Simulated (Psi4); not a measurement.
**triplet BNH2Cl2: levels of theory compared**

Aim: a comparison of 3 runs (U-wB97X-V/def2-SVPD, UDSD-PBEP86/def2-SVPD, UMP3/def2-SVPD) of triplet BNH2Cl2. 

Program for the calculation: Psi4 1.11.

## Step 1: The molecule

BNH2Cl2: 6 atoms, total charge 0, spin state triplet. SMILES of the parent species: `NB(Cl)Cl`. The shape is that of a PBE0-D4/def2-TZVP optimisation. That shape belongs to the parent species and isn't relaxed for this state.

Bond lengths: N1–B2 1.384 Å, B2–Cl3 1.761 Å, B2–Cl4 1.761 Å, N1–H5 1.005 Å, N1–H6 1.005 Å. Angles: N1–B2–Cl3 120.3°, N1–B2–Cl4 120.3°, Cl3–B2–Cl4 119.5°, B2–N1–H5 122.3°, B2–N1–H6 122.3°, H5–N1–H6 115.3°.

## Step 2: A single-point energy at U-wB97X-V/def2-SVPD (run 1)

The input, bcl2h2n.xyz:

```xyz
6
BCl2H2N
N      0.479500     0.537500     0.353200
B     -0.329000    -0.400500    -0.264400
Cl    -2.038200    -0.065500    -0.525000
Cl     0.342900    -1.939100    -0.796300
H      1.458300     0.378700     0.517300
H      0.128700     1.425000     0.668800
```

The input, run.py:

```python
import psi4

psi4.set_memory(1600000000)
psi4.set_num_threads(1)
psi4.core.set_output_file('psi4.out', False)

with open('bcl2h2n.xyz') as f:
    atoms = ''.join(f.readlines()[2:])
m = psi4.geometry('0 3\n' + atoms + 'symmetry c1\nno_reorient\nno_com')

psi4.set_options({
    'basis': 'def2-SVPD',
    'reference': 'uks',
    'puream': True,
    'e_convergence': 1e-09,
    'd_convergence': 1e-08,
    'scf_type': 'pk',
    'dft_radial_points': 99,
    'dft_spherical_points': 590,
    'maxiter': 200,
})

e, wfn = psi4.energy("WB97X-V", return_wfn=True)
print(f'WB97X-V energy: {e:.10f} Eh')
```

Command:

```console
$ python run.py
```

psi4.out:

```text
[...]
  Running in c1 symmetry.
[...]
  Nuclear repulsion =  182.134356758562689
[...]
  Multiplicity = 3
[...]
  Nalpha       = 25
  Nbeta        = 23
[...]
    Number of basis functions: 110
[...]
   @UKS iter   1: -1000.38665856943510    1.31066e-01   5.76553e-03 ADIIS/DIIS
[...]
   @UKS iter  19: -1000.57510430765001   -3.75167e-12   5.37806e-09 DIIS
[...]
   @S^2 Observed:                2.009906987E+00
[...]
  @UKS Final Energy: -1000.57510430765001
   => Energetics <=
    Nuclear Repulsion Energy =            182.1343567585626886
    One-Electron Energy =               -1740.1499756513007924
    Two-Electron Energy =                 608.0339690047544536
    DFT Exchange-Correlation Energy =     -50.7891088592866282
    Empirical Dispersion Energy =           0.0000000000000000
    VV10 Nonlocal Energy =                  0.1956544396202785
    Total Energy =                      -1000.5751043076500082
[...]
 Multipole Moments:
 ------------------------------------------------------------------------------------
     Multipole            Electronic (a.u.)      Nuclear  (a.u.)        Total (a.u.)
 ------------------------------------------------------------------------------------
 L = 1.  Multiply by 2.5417464519 to convert [e a0] to [Debye]
 Dipole X            :         48.3567560          -48.2288343            0.1279217
 Dipole Y            :         57.8122952          -57.6640479            0.1482473
 Dipole Z            :         38.1294568          -38.0318721            0.0975847
 Magnitude           :                                                    0.2187784
[...]
```

On the terminal:

```text
WB97X-V energy: -1000.5751043077 Eh
```

Wall time 82 s (1 thread of AMD EPYC 9R45 (Zen 5), shared host); peak memory 0.68 GiB.

## Step 3: The energy at UDSD-PBEP86/def2-SVPD (density fitting for correlation) (run 2)

bcl2h2n.xyz is that of step 2.

The input, bcl2h2n_ase.py:

```python
import numpy as np
from ase.calculators.psi4 import Psi4
from ase.io import read

atoms = read('bcl2h2n.xyz')
calc = Psi4(atoms=atoms, method='dsd-pbep86', basis='def2-SVPD', memory='1600MB', num_threads=1, charge=0, multiplicity=3, label='bcl2h2n', reference='uks')
calc.psi4.set_options({'puream': True, 'e_convergence': 1e-09, 'd_convergence': 1e-08, 'scf_type': 'pk', 'dft_radial_points': 99, 'dft_spherical_points': 590, 'num_frozen_docc': 12, 'maxiter': 200})
atoms.calc = calc

print(f'energy: {atoms.get_potential_energy():.6f} eV')
```

Command:

```console
$ python bcl2h2n_ase.py
```

bcl2h2n.dat:

```text
[...]
  Running in c1 symmetry.
[...]
  Nuclear repulsion =  182.134356758562745
[...]
  Multiplicity = 3
[...]
  Nalpha       = 25
  Nbeta        = 23
[...]
    Number of basis functions: 110
[...]
   @UKS iter   1:  -999.44262801804973    1.12733e-01   5.12083e-03 ADIIS/DIIS
[...]
   @UKS iter  26:  -999.59935526191748    9.42464e-11   4.77114e-09 DIIS
[...]
   @S^2 Observed:                2.022466691E+00
[...]
  @UKS Final Energy:  -999.59935526191748
   => Energetics <=
    Nuclear Repulsion Energy =            182.1343567585627454
    One-Electron Energy =               -1739.9951044665808695
    Two-Electron Energy =                 577.6096697268968683
    DFT Exchange-Correlation Energy =     -19.3482772807962107
    Empirical Dispersion Energy =           0.0000000000000000
    VV10 Nonlocal Energy =                  0.0000000000000000
    Total Energy =                       -999.5993552619174807
[...]
 Multipole Moments:
 ------------------------------------------------------------------------------------
     Multipole            Electronic (a.u.)      Nuclear  (a.u.)        Total (a.u.)
 ------------------------------------------------------------------------------------
 L = 1.  Multiply by 2.5417464519 to convert [e a0] to [Debye]
 Dipole X            :         -2.7207454            2.8383354            0.1175900
 Dipole Y            :         -3.1557780            3.2931553            0.1373773
 Dipole Z            :         -2.0780211            2.1682126            0.0901915
 Magnitude           :                                                    0.2020753
[...]
```

The script printed:

```text
energy: -27208.503625 eV
```

Run time: 32 s. Hardware: 1 thread of AMD EPYC 9R45 (Zen 5), shared host; peak memory 0.54 GiB.

## Step 4: A single-point energy at UMP3/def2-SVPD (run 3)

The input, job.json:

```json
{
 "schema_name": "qcschema_input",
 "schema_version": 1,
 "molecule": {
  "schema_name": "qcschema_molecule",
  "schema_version": 2,
  "symbols": ["N", "B", "Cl", "Cl", "H", "H"],
  "geometry": [0.90612368, 1.01572779, 0.66745127, -0.6217199, -0.75683531, -0.49964359, -3.85163979, -0.12377706, -0.99210622, 0.64798709, -3.66436793, -1.50478891, 2.75578761, 0.71563928, 0.97755532, 0.24320775, 2.69285973, 1.26384883],
  "molecular_charge": 0,
  "molecular_multiplicity": 3,
  "fix_symmetry": "c1",
  "fix_com": true,
  "fix_orientation": true
 },
 "driver": "energy",
 "model": {
  "method": "mp3",
  "basis": "def2-SVPD"
 },
 "keywords": {
  "reference": "uhf",
  "puream": true,
  "e_convergence": 1e-09,
  "d_convergence": 1e-08,
  "scf_type": "pk",
  "num_frozen_docc": 12,
  "maxiter": 200,
  "mp_type": "conv"
 }
}
```

Command:

```console
$ psi4 --qcschema job.json -n 1 --memory 1600MB
```

stdout:

```text
[...]
  Running in c1 symmetry.
[...]
  Nuclear repulsion =  182.134356717074041
[...]
  Multiplicity = 3
[...]
  Nalpha       = 25
  Nbeta        = 23
[...]
    Number of basis functions: 110
[...]
   @UHF iter   1:  -998.69254088162006    1.55571e-02   4.29493e-03 ADIIS/DIIS
[...]
   @UHF iter  18:  -998.81380695029395   -1.42109e-11   8.86376e-09 DIIS
[...]
   @S^2 Observed:                2.036796022E+00
[...]
  @UHF Final Energy:  -998.81380695029395
   => Energetics <=
    Nuclear Repulsion Energy =            182.1343567170740414
    One-Electron Energy =               -1739.8187742746886215
    Two-Electron Energy =                 558.8706106073206001
    Total Energy =                       -998.8138069502939516
  UHF NO Occupations:
  HONO-2 :   23  A 1.9884772
  HONO-1 :   24  A 1.0000000
[...]
 Multipole Moments:
 ------------------------------------------------------------------------------------
     Multipole            Electronic (a.u.)      Nuclear  (a.u.)        Total (a.u.)
 ------------------------------------------------------------------------------------
 L = 1.  Multiply by 2.5417464519 to convert [e a0] to [Debye]
 Dipole X            :         48.3410101          -48.2288343            0.1121758
 Dipole Y            :         57.7944609          -57.6640478            0.1304131
 Dipole Z            :         38.1176099          -38.0318721            0.0857377
 Magnitude           :                                                    0.1922029
[...]
	SCS-MP2 Total Energy (a.u.)        :  -999.35187586880272
	SOS-MP2 Total Energy (a.u.)        :  -999.34192434073134
[...]
	SOS-PI-MP2 Total Energy (a.u.)     :  -999.38254875538030
[...]
	MP2 Total Energy (a.u.)            :  -999.37177892494549
[...]
	SCS-MP3 Total Energy (a.u.)        :  -999.36063294445967
[...]
	MP3 Total Energy (a.u.)            :  -999.40680722757349
[...]
```

The result, in JSON:

```text
{
 "driver": "energy",
 "model": {
  "method": "mp3",
  "basis": "def2-SVPD"
 },
 "success": true,
 "return_result": -999.4068072275735,
 "properties": {
  "calcinfo_nbasis": 110,
  "calcinfo_nmo": 110,
  "calcinfo_nalpha": 25,
  "calcinfo_nbeta": 23,
  "calcinfo_natom": 6,
  "nuclear_repulsion_energy": 182.13435671707404,
  "return_energy": -999.4068072275735,
  "scf_one_electron_energy": -1739.8187742746886,
  "scf_two_electron_energy": 558.8706106073206,
  "scf_dipole_moment": [0.11217582710819585, 0.13041307518820844, 0.08573773352384961],
  "scf_total_energy": -998.813806950294,
  "scf_iterations": 18,
  "mp2_same_spin_correlation_energy": -0.15172782816125763,
  "mp2_opposite_spin_correlation_energy": -0.406244146490287,
  "mp2_singles_energy": 0.0,
  "mp2_doubles_energy": -0.5579719746515446,
  "mp2_correlation_energy": -0.5579719746515366,
  "mp2_total_energy": -999.3717789249455
 }
}
```

Wall time 18 s (1 thread of AMD EPYC 9R45 (Zen 5), shared host); peak memory 1.1 GiB.

## Step 5: All runs side by side

| run | level | frozen core orbitals | fitting correlation | energy (Eh) | HOMO energy (eV) | ⟨S²⟩ | wall time |
| --- | --- | --- | --- | --- | --- | --- | --- |
| 1 | U-wB97X-V/def2-SVPD | 0 | – | -1000.575104 | -3.92 | 2.010 | 82 s |
| 2 | UDSD-PBEP86/def2-SVPD (density fitting for correlation) | 12 | density fitting | -999.894074 | -3.45 | 2.022 | 32 s |
| 3 | UMP3/def2-SVPD | 12 | none | -999.406807 | -4.26 | 2.037 | 18 s |

## Step 6: What came out

| quantity | value |
| --- | --- |
| run 3: total energy | -999.40681 Eh |
| run 3: HOMO energy (Hartree–Fock orbitals) (highest over α and β) | -4.26 eV |
| run 3: LUMO energy (Hartree–Fock orbitals) (lowest over α and β) | -4.19 eV |
| run 3: correlation energy (12 core orbitals frozen) | -593.0 mEh |
| run 3: ⟨S²⟩ of the reference determinant | 2.037 |

**Reading.** Totals of different functionals can't be ranked against each other. All runs together took 2.2 min, the longest 82 s.
